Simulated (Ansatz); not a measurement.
# Ti2CuSb3: further runs on the relaxed cell

An exercise on one series of results from a longer session: the logs are not shown, and one member is left open.

Program: Ansatz 0.2.0. Level of theory: DFT PBEsol, scalar-relativistic, plane waves, PAW. These are calculated values, not measurements.

## The starting structure

Symmetry: P-4m2, No. 115, tetragonal system. Conventional cell: a = 3.749 Å, b = 3.749 Å, c = 8.171 Å, α = 90.00°, β = 90.00°, γ = 90.00°. Around Ti (site symmetry 2mm) lie 7 Sb at 2.81 to 2.96 Å and 2 Cu at 2.85 Å. Around Cu (site symmetry -4m2) lie 4 Sb at 2.65 Å and 4 Ti at 2.85 Å. Sb (site symmetry 2mm) has 5 Ti at 2.81 to 2.96 Å in its first shell of neighbours. Sb (site symmetry -4m2) has 4 Cu at 2.65 Å and 4 Ti at 2.85 Å in its first shell of neighbours.

Coordinates:

```xyz
6
Lattice="3.7487 0.0000 0.0000 0.0000 3.7487 0.0000 0.0000 0.0000 8.1714" Properties=species:S:1:pos:R:3 pbc="T T T"
Ti    0.0000    1.8744    6.0264
Ti    1.8744    0.0000    2.1450
Cu    0.0000    0.0000    0.0000
Sb    0.0000    1.8744    3.0654
Sb    1.8744    0.0000    5.1060
Sb    1.8744    1.8744    0.0000
```

This cell was relaxed beforehand with the same method: volume 19.14 Å³/atom, gap on the mesh none (metal).

The first run:

Contents of input.yaml:

```yaml
crystal:
  lattice:
    - [3.710852923, 0.0, 0.0]
    - [0.0, 3.710852923, 0.0]
    - [0.0, 0.0, 8.0888827086]
  atoms:
    - { symbol: Ti, position: [0.0, 0.5, 0.7375011759] }
    - { symbol: Ti, position: [0.5, 0.0, 0.2624988241] }
    - { symbol: Cu, position: [0.0, 0.0, 0.0] }
    - { symbol: Sb, position: [0.0, 0.5, 0.3751423662] }
    - { symbol: Sb, position: [0.5, 0.0, 0.6248576338] }
    - { symbol: Sb, position: [0.5, 0.5, 0.0] }
basis:
  ecutwfc: 420
kpoints:
  mp_grid: { grid: [10, 10, 6] }
hamiltonian:
  xc: pbesol
scf:
  occupations: { method: gaussian, width: 0.1 }
output:
  forces: true
  stress: true
  eigenvalues: true
relax:
  adjacent_minimum: "off"
  f_tol: 0.01
  max_steps: 30
  cell: { stress_tol: 0.1, fix: [volume] }
```

Run with:

```
> ansatz run input.yaml --threads 1 --pin off --max-ram 2560MiB --backend cpu --events-out ev --progress --plain --runs-dir out
```

Among the steps run: The cell scaled to 0.97 of its volume; Volume × 1.03; Volume × 0.94; Volume × 1.06; The cell scaled to 0.91 of its volume; Point at V/V0 = 1.10; The cell scaled to 0.88 of its volume.

One table of the session follows, with a row left open; its other results are not shown here.

It belongs to the step «Fit of the equation of state». 

```
volume (Å³/atom)  energy above the lowest point (meV/atom)  pressure (GPa)
          16.842                                     114.3           18.01
          17.416                                      60.4           12.32
          17.990                                      25.2            7.50
          18.565                                         ?               ?
          19.139                                       0.0           -0.02
          19.713                                       5.5           -2.94
          20.287                                      20.6           -5.41
          21.053                                      53.1           -8.12
```

Estimate the missing values for volume (Å³/atom) = 18.565.

Worked estimate for «energy above the lowest point (meV/atom)». A straight line through the neighbours (17.990, 25.2) and (19.139, 0.0) gives 25.2 + (0.0 − 25.2) × (18.565 − 17.990) / (19.139 − 17.990) = 12.6; a parabola fitted to 4 rows on both sides gives 5.8.

The run gave: energy above the lowest point (meV/atom): 5.9; pressure (GPa): 3.43. In «energy above the lowest point (meV/atom)» the line misses by +6.7 and the parabola by -0.1.
